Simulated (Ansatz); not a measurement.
**In4N4 zinc blende hole disc (In4N4H16): structure and electronic state**

Aim: characterise In4N4 zinc blende hole disc (In4N4H16) as a singlet: its structure, frontier levels and distribution of charge.

Program: Ansatz 0.2.0, Gaussian basis. Level of theory: RKS PBE0-D4/def2-TZVP. These are calculated values, not measurements.

Levels to be run: relaxation at r2SCAN-D4/def2-SVP; a single point at PBE0-D4/def2-TZVP.

2 further runs of the same task are left out: 2 set aside as unsound or not needed.

### 1 The starting structure

24 atoms, charge 0, spin multiplicity 1.

Atoms are counted from 1 here; the program's logs count them from 0.

Bond lengths: N1–In5 2.207 Å, N1–In7 2.207 Å, N1–H9 1.022 Å, N1–H10 1.022 Å, N2–In6 2.205 Å, N2–In8 2.206 Å, N2–H11 1.022 Å, N2–H12 1.022 Å, N3–In5 2.205 Å, N3–In6 2.205 Å, N3–H13 1.022 Å, N3–H14 1.022 Å, N4–In7 2.205 Å, N4–In8 2.205 Å, N4–H15 1.022 Å, N4–H16 1.023 Å, In5–H17 1.689 Å, In5–H18 1.688 Å and more. Angles: In5–N1–In7 124.2°, In5–N1–H9 104.6°, In5–N1–H10 108.8°, In7–N1–H9 104.2°, In7–N1–H10 108.8°, H9–N1–H10 104.5°, In6–N2–In8 124.3°, In6–N2–H11 104.1°, In6–N2–H12 108.8°, In8–N2–H11 104.4°, In8–N2–H12 108.8°, H11–N2–H12 104.5°, In5–N3–In6 124.2°, In5–N3–H13 104.1°, In5–N3–H14 108.8°, In6–N3–H13 104.5°, In6–N3–H14 108.9°, H13–N3–H14 104.4° and more.

Geometry (Å):

```mol
H16In4N4
  3D, bonds by distance, orders not assigned

 24 24  0  0  0  0  0  0  0  0999 V2000
   -1.3684    1.3600   -1.0330 N   0  0
    1.3722   -1.3625   -1.0310 N   0  0
   -1.3654   -1.3714    1.0329 N   0  0
    1.3599    1.3702    1.0316 N   0  0
   -2.7574   -0.0047    0.0050 In  0  0
    0.0066   -2.7542   -0.0012 In  0  0
   -0.0047    2.7582   -0.0051 In  0  0
    2.7569    0.0108    0.0000 In  0  0
   -1.9727    1.9651   -1.5935 H   0  0
   -0.8342    0.8253   -1.7205 H   0  0
    1.9812   -1.9716   -1.5816 H   0  0
    0.8420   -0.8351   -1.7274 H   0  0
   -1.9747   -1.9804    1.5834 H   0  0
   -0.8388   -0.8411    1.7298 H   0  0
    0.8254    0.8315    1.7156 H   0  0
    1.9632    1.9731    1.5958 H   0  0
   -3.5180   -0.8526   -1.2415 H   0  0
   -3.5049    0.8409    1.2606 H   0  0
   -0.8354   -3.5085   -1.2552 H   0  0
    0.8561   -3.5039    1.2513 H   0  0
    0.8418    3.5091   -1.2587 H   0  0
   -0.8526    3.5131    1.2458 H   0  0
    3.5058    0.8556   -1.2565 H   0  0
    3.5160   -0.8269    1.2537 H   0  0
  1  5  8  0
  1  7  8  0
  1  9  8  0
  1 10  8  0
  2  6  8  0
  2  8  8  0
  2 11  8  0
  2 12  8  0
  3  5  8  0
  3  6  8  0
  3 13  8  0
  3 14  8  0
  4  7  8  0
  4  8  8  0
  4 15  8  0
  4 16  8  0
  5 17  8  0
  5 18  8  0
  6 19  8  0
  6 20  8  0
  7 21  8  0
  7 22  8  0
  8 23  8  0
  8 24  8  0
M  END
```

In takes a core potential in the def2 sets. No spin-orbit coupling is included.

The start is a GFN2-xTB geometry.

### 2 Optimising with r2SCAN-D4/def2-SVP

The input, in.yaml:

```yaml
crystal:
  periodic: [false, false, false]
  atoms:
    - {symbol: N, position_ang: [-1.368440, 1.359970, -1.032990]}
    - {symbol: N, position_ang: [1.372170, -1.362510, -1.031030]}
    - {symbol: N, position_ang: [-1.365360, -1.371360, 1.032890]}
    - {symbol: N, position_ang: [1.359910, 1.370250, 1.031580]}
    - {symbol: In, position_ang: [-2.757350, -0.004680, 0.004950]}
    - {symbol: In, position_ang: [0.006620, -2.754210, -0.001200]}
    - {symbol: In, position_ang: [-0.004680, 2.758230, -0.005120]}
    - {symbol: In, position_ang: [2.756870, 0.010820, 0.000020]}
    - {symbol: H, position_ang: [-1.972670, 1.965100, -1.593530]}
    - {symbol: H, position_ang: [-0.834200, 0.825300, -1.720490]}
    - {symbol: H, position_ang: [1.981210, -1.971630, -1.581590]}
    - {symbol: H, position_ang: [0.841980, -0.835090, -1.727430]}
    - {symbol: H, position_ang: [-1.974730, -1.980440, 1.583380]}
    - {symbol: H, position_ang: [-0.838760, -0.841120, 1.729770]}
    - {symbol: H, position_ang: [0.825410, 0.831520, 1.715600]}
    - {symbol: H, position_ang: [1.963190, 1.973090, 1.595750]}
    - {symbol: H, position_ang: [-3.517980, -0.852620, -1.241540]}
    - {symbol: H, position_ang: [-3.504930, 0.840910, 1.260560]}
    - {symbol: H, position_ang: [-0.835360, -3.508480, -1.255160]}
    - {symbol: H, position_ang: [0.856110, -3.503870, 1.251290]}
    - {symbol: H, position_ang: [0.841810, 3.509080, -1.258700]}
    - {symbol: H, position_ang: [-0.852590, 3.513080, 1.245840]}
    - {symbol: H, position_ang: [3.505830, 0.855600, -1.256530]}
    - {symbol: H, position_ang: [3.515950, -0.826950, 1.253680]}
basis:
  gaussian: {orbitals: def2-SVP}
hamiltonian: {xc: r2scan, dispersion: d4}
scf: {lower_state_search: "off"}
output: {orbitals: {seedname: orbitals}}
relax: {f_tol: 0.03, max_steps: 70}
```

The run is started by

```sh
$ ansatz run in.yaml --threads 2 --pin off --events-out ev --progress --plain --max-ram 22528MiB --backend cuda --devices 0, --max-vram 18GiB
```

Output:

```text
Functional definition: r2SCAN
  name "r2SCAN"
  cite "Furness, Kaplan, Ning, Perdew & Sun, J. Phys. Chem. Lett. 11, 8208 (2020) doi:10.1021/acs.jpclett.0c02405"
  cite "Furness, Kaplan, Ning, Perdew & Sun, J. Phys. Chem. Lett. 11, 9248 (2020) doi:10.1021/acs.jpclett.0c03077"
  parent r2scan
  parameter k0 = 0.174
  parameter k1 = 0.065
  parameter a1 = 4.9479
  exchange = r2scan_x(k0 = k0, k1 = k1, a1 = a1)
  correlation = r2scan_c
these checks for a lower state are left out or cut short: stability, starts, cluster_reference, orbital_swaps, neighbouring_geometries, increment
2880 factors; their error is unknown
mean field evaluation 1: about -26892.2502 eV, gradient 1.1e2 eV
mean field evaluation 2: about -26820.1497 eV, gradient 2.0e2 eV
mean field evaluation 4: about -26917.1220 eV, gradient 8.3e0 eV
mean field evaluation 8: about -26917.3340 eV, gradient 1.8e-1 eV
mean field evaluation 16: about -26917.2627 eV, gradient 1.9e-4 eV
mean field -26917.26270980 eV, -989.1911594094 hartree, gradient 2.1e-6 eV, S^2 0.000000; 0 other end points of the search recorded, 0 dependent functions left out
the calculation of the forces begins
reference -26917.26273915 eV, -989.1911604879 hartree; 64, 64 occupied and 176, 176 virtual orbitals, 2880 factors
relax step   1: F+E_penalty+E_count = -26917.48999009 eV  Δ(F+E_penalty+E_count) = +0.000e0 eV  max|allowed force component| = 3.974e-1 eV/Å  Δτ_max = 0.0000 Å  (18 SCF iters, accepted)
these checks for a lower state are left out or cut short: stability, starts, cluster_reference, orbital_swaps, neighbouring_geometries, increment
2880 factors; their error is unknown
mean field -26917.39937950 eV, -989.1961819282 hartree, gradient 1.6e-6 eV, S^2 0.000000; 0 other end points of the search recorded, 0 dependent functions left out
the calculation of the forces begins
reference -26917.39940844 eV, -989.1961829916 hartree; 64, 64 occupied and 176, 176 virtual orbitals, 2880 factors
relax step   2: F+E_penalty+E_count = -26917.62232371 eV  Δ(F+E_penalty+E_count) = -1.323e-1 eV  max|allowed force component| = 1.805e-1 eV/Å  Δτ_max = 0.1148 Å  (18 SCF iters, accepted)
these checks for a lower state are left out or cut short: stability, starts, cluster_reference, orbital_swaps, neighbouring_geometries, increment
2880 factors; their error is unknown
mean field evaluation 32: about -26917.4458 eV, gradient 1.2e-4 eV
mean field -26917.44584931 eV, -989.1978896619 hartree, gradient 1.5e-6 eV, S^2 0.000000; 0 other end points of the search recorded, 0 dependent functions left out
the calculation of the forces begins
reference -26917.44587851 eV, -989.1978907353 hartree; 64, 64 occupied and 176, 176 virtual orbitals, 2880 factors
relax step   3: F+E_penalty+E_count = -26917.67152465 eV  Δ(F+E_penalty+E_count) = -4.920e-2 eV  max|allowed force component| = 5.663e-2 eV/Å  Δτ_max = 0.0854 Å  (18 SCF iters, accepted)
these checks for a lower state are left out or cut short: stability, starts, cluster_reference, orbital_swaps, neighbouring_geometries, increment
2880 factors; their error is unknown
mean field -26917.44907307 eV, -989.1980081331 hartree, gradient 1.3e-6 eV, S^2 0.000000; 0 other end points of the search recorded, 0 dependent functions left out
the calculation of the forces begins
reference -26917.44910229 eV, -989.1980092067 hartree; 64, 64 occupied and 176, 176 virtual orbitals, 2880 factors
relax step   4: F+E_penalty+E_count = -26917.67605930 eV  Δ(F+E_penalty+E_count) = -4.535e-3 eV  max|allowed force component| = 2.042e-2 eV/Å  Δτ_max = 0.0432 Å  (18 SCF iters, accepted)
these checks for a lower state are left out or cut short: stability, starts, cluster_reference, orbital_swaps, neighbouring_geometries, increment
2880 factors; their error is unknown
mean field -26917.44859348 eV, -989.1979905083 hartree, gradient 1.3e-6 eV, S^2 0.000000; 0 other end points of the search recorded, 0 dependent functions left out
the calculation of the forces begins
reference -26917.44862270 eV, -989.1979915821 hartree; 64, 64 occupied and 176, 176 virtual orbitals, 2880 factors
relax step   5: F+E_penalty+E_count = -26917.67664173 eV  Δ(F+E_penalty+E_count) = -5.824e-4 eV  max|allowed force component| = 2.778e-2 eV/Å  Δτ_max = 0.0413 Å  (18 SCF iters, accepted)
Total energy: -26917.67667095 eV, -989.2063722007 hartree
Atom 0 at    -1.319034     1.310682    -1.087728 Å, force     0.026040    -0.027485    -0.007843 eV/Å
Atom 1 at     1.326102    -1.313586    -1.087321 Å, force    -0.024722     0.027496    -0.004874 eV/Å
Atom 2 at    -1.316542    -1.324409     1.089631 Å, force     0.025069     0.023202     0.002828 eV/Å
Atom 3 at     1.307696     1.320203     1.085495 Å, force    -0.027784    -0.024897     0.008722 eV/Å
Atom 4 at    -2.758028    -0.000009     0.010375 Å, force    -0.002885     0.003172     0.000834 eV/Å
Atom 5 at     0.007429    -2.756092    -0.003055 Å, force     0.002502    -0.002708     0.000322 eV/Å
Atom 6 at    -0.004471     2.760880    -0.008831 Å, force    -0.000231     0.003128    -0.000124 eV/Å
Atom 7 at     2.759348     0.012091     0.001407 Å, force     0.002902     0.002105     0.000506 eV/Å
Atom 8 at    -1.911991     1.897105    -1.685828 Å, force    -0.002403     0.002037    -0.003018 eV/Å
Atom 9 at    -0.777486     0.765265    -1.764402 Å, force    -0.011419     0.011313     0.000163 eV/Å
Atom 10 at     1.924611    -1.908281    -1.671597 Å, force     0.002887    -0.003699    -0.004207 eV/Å
Atom 11 at     0.790161    -0.779014    -1.776981 Å, force     0.011432    -0.009903    -0.000715 eV/Å
Atom 12 at    -1.912385    -1.925642     1.669967 Å, force    -0.003085    -0.003192     0.004499 eV/Å
Atom 13 at    -0.782577    -0.792566     1.782939 Å, force    -0.010363    -0.010925    -0.000005 eV/Å
Atom 14 at     0.761772     0.774544     1.758466 Å, force     0.011435     0.012287    -0.001075 eV/Å
Atom 15 at     1.892831     1.910508     1.687470 Å, force     0.001906     0.001343     0.002476 eV/Å
Atom 16 at    -3.493242    -1.027785    -1.167596 Å, force    -0.003022     0.007889     0.000089 eV/Å
Atom 17 at    -3.467694     1.033213     1.199041 Å, force    -0.004292    -0.008739     0.001430 eV/Å
Atom 18 at    -1.019421    -3.477709    -1.190161 Å, force     0.006929    -0.002820    -0.000205 eV/Å
Atom 19 at     1.038451    -3.479025     1.179596 Å, force    -0.008946    -0.004547     0.001142 eV/Å
Atom 20 at     1.026460     3.477102    -1.195599 Å, force    -0.008799     0.003272    -0.000669 eV/Å
Atom 21 at    -1.035713     3.490090     1.169753 Å, force     0.009443     0.004093     0.000615 eV/Å
Atom 22 at     3.477664     1.045751    -1.181697 Å, force     0.004124    -0.009976    -0.001015 eV/Å
Atom 23 at     3.486069    -1.013328     1.186655 Å, force     0.003280     0.007553     0.000122 eV/Å
Dipole moment:    -0.002250    -0.008120    -0.000213 e Å
Checks for a lower state left out: stability, starts, cluster_reference, orbital_swaps, neighbouring_geometries, increment
```

Wall time 14 s (1 × H100 (card shared with other runs) with 2 threads of AMD EPYC 7R13, shared host); peak host memory 0.96 GiB.

The steps of the relaxation:

```
step  energy from step 1 (eV)  largest force component (eV/Å)
   1                   0.0000                          0.3974
   2                  -0.1323                          0.1805
   3                  -0.1815                          0.0566
   4                  -0.1861                          0.0204
   5                  -0.1867                          0.0278
```

The force was under the threshold of 0.03 eV/Å already at step 4, but the program went on to step 5.

Close pairs (by a distance rule), those that changed most:

```
   bond  before (Å)  after (Å)  change (Å)
In8–H24       1.688      1.728      +0.039
In6–H19       1.688      1.728      +0.039
In5–H18       1.688      1.727      +0.039
In5–H17       1.689      1.728      +0.039
In7–H21       1.689      1.727      +0.039
In6–H20       1.689      1.728      +0.039
In8–H23       1.689      1.727      +0.038
In7–H22       1.689      1.728      +0.038
```

Bonds by kind at the end (by distance):

```
bond  count  shortest (Å)  longest (Å)
In–N      8         2.235        2.235
H–In      8         1.727        1.728
 H–N      8         1.024        1.026
```

### 3 Single point, PBE0-D4/def2-TZVP

start.molden holds the orbitals of an earlier run on this state, given as this run's starting guess.

The input, in.yaml:

```yaml
crystal:
  periodic: [false, false, false]
  atoms:
    - {symbol: N, position_ang: [-1.319034, 1.310682, -1.087728]}
    - {symbol: N, position_ang: [1.326102, -1.313586, -1.087321]}
    - {symbol: N, position_ang: [-1.316542, -1.324409, 1.089631]}
    - {symbol: N, position_ang: [1.307696, 1.320203, 1.085495]}
    - {symbol: In, position_ang: [-2.758028, -0.000009, 0.010375]}
    - {symbol: In, position_ang: [0.007429, -2.756092, -0.003055]}
    - {symbol: In, position_ang: [-0.004471, 2.760880, -0.008831]}
    - {symbol: In, position_ang: [2.759348, 0.012091, 0.001407]}
    - {symbol: H, position_ang: [-1.911991, 1.897105, -1.685828]}
    - {symbol: H, position_ang: [-0.777486, 0.765265, -1.764402]}
    - {symbol: H, position_ang: [1.924611, -1.908281, -1.671597]}
    - {symbol: H, position_ang: [0.790161, -0.779014, -1.776981]}
    - {symbol: H, position_ang: [-1.912385, -1.925642, 1.669967]}
    - {symbol: H, position_ang: [-0.782577, -0.792566, 1.782939]}
    - {symbol: H, position_ang: [0.761772, 0.774544, 1.758466]}
    - {symbol: H, position_ang: [1.892831, 1.910508, 1.687470]}
    - {symbol: H, position_ang: [-3.493242, -1.027785, -1.167596]}
    - {symbol: H, position_ang: [-3.467694, 1.033213, 1.199041]}
    - {symbol: H, position_ang: [-1.019421, -3.477709, -1.190161]}
    - {symbol: H, position_ang: [1.038451, -3.479025, 1.179596]}
    - {symbol: H, position_ang: [1.026460, 3.477102, -1.195599]}
    - {symbol: H, position_ang: [-1.035713, 3.490090, 1.169753]}
    - {symbol: H, position_ang: [3.477664, 1.045751, -1.181697]}
    - {symbol: H, position_ang: [3.486069, -1.013328, 1.186655]}
basis:
  gaussian: {orbitals: def2-TZVP, fitting: {mean_field: def2-universal-jkfit}, initial_orbitals: start.molden}
hamiltonian: {xc: pbe0, dispersion: d4}
scf: {omitted_lower_state_checks: [starts]}
output: {orbitals: {seedname: orbitals}}
```

Same command.

Output:

```text
Functional definition: PBE0
  name "PBE0"
  cite "Adamo & Barone, J. Chem. Phys. 110, 6158 (1999) doi:10.1063/1.478522"
  cite "Perdew, Burke & Ernzerhof, Phys. Rev. Lett. 77, 3865 (1996) doi:10.1103/PhysRevLett.77.3865"
  parent pbe
  parameter a = 0.25
  parameter kappa = 0.804
  parameter beta = 0.06672455060314922
  exchange = (1 - a)*pbe_x(kappa = kappa, mu = beta*pi^2/3) + a*exact_x
  correlation = pbe_c(beta = beta)
these checks for a lower state are left out or cut short: starts
1468 factors; integrals over basis functions are off by at most 6.2e-1 eV
mean field evaluation 1: about -26910.0640 eV, gradient 1.4e2 eV
mean field evaluation 2: about -26913.8192 eV, gradient 4.3e0 eV
mean field evaluation 4: about -26913.8793 eV, gradient 6.9e-2 eV
mean field -26913.87936903 eV, -989.0668239292 hartree, gradient 5.7e-5 eV, S^2 0.000000; 0 other end points of the search recorded, 0 dependent functions left out
reference -26913.87945055 eV, -989.0668269252 hartree; 64, 64 occupied and 356, 356 virtual orbitals, 1468 factors
Total energy: -26914.60794802 eV, -989.0935987131 hartree
Checks for a lower state left out: starts
```

Wall time 2.9 s (1 × H100 (card shared with other runs) with 2 threads of AMD EPYC 7R13, shared host); peak host memory 0.86 GiB.

HOMO -7.61 eV, LUMO -1.00 eV.

Mulliken charges, from this run's orbitals:

N1 -0.83; N2 -0.83; N3 -0.83; N4 -0.83; In5 0.54; In6 0.54; In7 0.54; In8 0.54; H9 0.27; H10 0.24; H11 0.27; H12 0.24; H13 0.27; H14 0.24; H15 0.24; H16 0.27; H17 -0.11; H18 -0.11; H19 -0.11; H20 -0.11; H21 -0.11; H22 -0.11; H23 -0.11; H24 -0.11

Largest Mayer bond orders: In5–H17 0.94; In5–H18 0.94; In6–H19 0.94; In6–H20 0.94; In7–H21 0.94; In7–H22 0.94; In8–H23 0.94; In8–H24 0.94; N4–H15 0.92; N1–H10 0.92.

### 4 What came out

| quantity | value |
| --- | --- |
| point group | D2d |
| commonest bond, hydrogen aside | In–N, 8 of mean length 2.235 Å |
| HOMO, LUMO at PBE0-D4/def2-TZVP | -7.61, -1.00 eV |
| dipole at r2SCAN-D4/def2-SVP | 0.04 D |

What this shows: The molecule keeps its bonding pattern by the stored test; the atoms moved 0.14 Å (rms). No usable vibrations, so a minimum isn't proven. Whether this spin is the lowest isn't tested here.
